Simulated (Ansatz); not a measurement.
# P: the cost of one run

Computed with Ansatz 0.2.0 (DFT PBE+D3(BJ), scalar-relativistic, plane waves, PAW, unless a step's input says otherwise).

3 further runs of the same task are left out: 3 set aside as unsound or not needed.

## 1. The structure to begin with

Symmetry: Cmce, No. 64, orthorhombic system. Conventional cell: a = 3.323 Å, b = 10.174 Å, c = 4.145 Å, α = 90.00°, β = 90.00°, γ = 90.00°. Around P (site symmetry m) lie 3 P at 2.23 to 2.25 Å.

Coordinates:

```cif
data_structure
_symmetry_space_group_name_H-M 'P 1'
_symmetry_Int_Tables_number 1
_cell_length_a 5.3514
_cell_length_b 5.3514
_cell_length_c 4.1453
_cell_angle_alpha 90.000
_cell_angle_beta 90.000
_cell_angle_gamma 143.820
_cell_volume 70.08
loop_
_atom_site_label
_atom_site_type_symbol
_atom_site_fract_x
_atom_site_fract_y
_atom_site_fract_z
_atom_site_occupancy
P1 P 0.89322 0.10678 0.07084 1
P2 P 0.60678 0.39322 0.57084 1
P3 P 0.10678 0.89322 0.92916 1
P4 P 0.39322 0.60678 0.42916 1
```

This cell was relaxed beforehand with the same method: volume 17.52 Å³/atom, gap on the mesh none (metal).

## 2. Strained cells: the elastic tensor

Contents of input.yaml:

```yaml
crystal:
  lattice:
    - [1.6616670647, -5.0868527253, 0.0]
    - [1.6616670647, 5.0868527253, 0.0]
    - [0.0, 0.0, 4.1453388538]
  atoms:
    - { symbol: P, position: [0.8932249188, 0.1067750812, 0.0708414337] }
    - { symbol: P, position: [0.6067750812, 0.3932249188, 0.5708414337] }
    - { symbol: P, position: [0.1067750812, 0.8932249188, 0.9291585663] }
    - { symbol: P, position: [0.3932249188, 0.6067750812, 0.4291585663] }
basis:
  ecutwfc: 420
kpoints:
  mp_grid: { grid: [14, 14, 10] }
hamiltonian:
  xc: pbe
  dispersion: d3bj
scf:
  occupations: { method: fermi_dirac, width: 0.15 }
output:
  forces: true
  stress: true
  eigenvalues: true
elastic:
  mode: relaxed_ion
  amplitude: 0.005
  stencil: two_point
```

On the command line:

```
$ ansatz run input.yaml --threads 2 --pin off --max-ram 5120MiB --backend cpu --events-out ev --progress --plain --runs-dir out
```

**Question.** How long does this run take on 2 threads of Intel Xeon 6975P-C (Granite Rapids), shared host, and how much memory does it need?

About 7.8 min, with a peak of 1 GiB.
